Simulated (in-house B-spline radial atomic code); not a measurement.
**Nd⁷⁺: ionisation energy by several methods**

One table from this session's results is given with a row withheld; the runs are named, their logs left out.

The numbers are computed with in-house B-spline radial atomic code version 1 (scalar-relativistic (X2C), several functionals, spin-polarised, exact exchange averaged over the configuration; spherical all-electron atom at the radial basis limit), except any that are marked as measured or tabulated.

**Starting point**

```
element       : neodymium (Z = 60)
charge        : +7
electrons     : 53
configuration : [Kr] 4d10 4f2 5s2 5p3
nucleus       : Fermi, rms radius 4.912 fm
```

The outer shells:

[Kr] 4d10 4f2 5s2 5p3
```
[Kr] core
4d [↑↓][↑↓][↑↓][↑↓][↑↓]
4f [↑ ][↑ ][  ][  ][  ][  ][  ]
5s [↑↓]
5p [↑ ][↑ ][↑ ]
```

Where spins are not typed, each open shell is filled with up spins first.

Set-up of the first run:

Settings of the run:

```ini
Z = 60
electrons = 53.0
configuration = [Kr] 4d10 4f2 5s2 5p3
hamiltonian = x2c
method = b3lyp
spin_polarised = True
nucleus = fermi
rms_radius = 4.9123
mass_number = 142
atomic_mass = 141.907728824
speed_of_light = 137.035999084
exact_exchange = averaged over the configuration
```

Launch:

```sh
$ python run_scf.py task.json out
```

task.json lists these runs, among others, and the program works through them in turn.

Steps of the session up to this table: B3LYP, a global hybrid; B97-1, a global hybrid; r2SCAN0, a global hybrid; BHandHLYP, a global hybrid; ωB97X, a range-separated hybrid.

One of the session's tables, all rows but one given; the rest of the session is left out.

```
   method  ΔSCF (eV)
    B3LYP     114.28
    B97-1     114.26
  r2SCAN0     114.96
BHandHLYP     114.25
    ωB97X          ?
```

**Question.** Estimate the row for ωB97X.

As computed: ΔSCF (eV): 113.95. In the column «ΔSCF (eV)» it is the lowest.
